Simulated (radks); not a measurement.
# Valence configurations of Ho⁺

One table from this session's results is given with a row withheld; the runs are named, their logs left out.

The numbers are computed with radks (a radial shooting solver on a logarithmic mesh, Libxc functionals) version 1 (scalar-relativistic Kohn-Sham, r2SCAN, spin-polarised, spherical densities, finite nucleus; open shells are filled with parallel spins first), except any that are marked as measured or tabulated.

## Starting point

- element: holmium (Z = 67)
- charge: +1
- electrons: 66
- configuration: [Xe] 4f11 6s1
- nuclear rms radius: 5.2022 fm
- others tried: 4f11 6p1; 4f10 6s2; 4f10 5d1 6s1; 4f11.5 6s0.5; 4f10 6s1 6p1; 4f11 5d1; 4f10.5 5d0.5 6s1; 4f9.5 5d0.5 6s1 6p1; 4f9 5d1 6s1 6p1

The outer shells:

Ho⁺
```
[Xe] core
4f [↑↓][↑↓][↑↓][↑↓][↑ ][↑ ][↑ ]
6s [↑ ]
```

The first run:

The run's settings:

```text
Z 67
configuration [Xe] 4f11 6s1
relativity scalar-relativistic
functional r2scan,r2scan
spin polarised
nucleus finite rms 5.2022 fm
c 137.035999084
```

Among the steps run: [Xe] 4f11 6s1.

One of the session's tables, all rows but one given; the rest of the session is left out.

It belongs to the step «[Xe] 4f11 6s1». Sizes of the orbitals, from the radial functions (bohr):

```
  level     <r>  outermost maximum (interpolated)  90 % within  nodes
  5s up   1.274                              1.13         1.84      4
5s down   1.288                              1.14         1.86      4
  5p up       ?                                 ?            ?      ?
5p down   1.520                              1.31         2.24      3
  4f up  0.8331                             0.524         1.45      0
  6s up   3.672                              3.25         5.30      5
4f down  0.8694                             0.526         1.54      0
6s down   3.891                              3.32         5.76      5
```

**Question.** Estimate the row for 5p up.

**Answer.** <r>: 1.507; outermost maximum (interpolated): 1.29; 90 % within: 2.22; nodes: 3. In the column «<r>» it lies between 5s down (1.288) and 5p down (1.520).
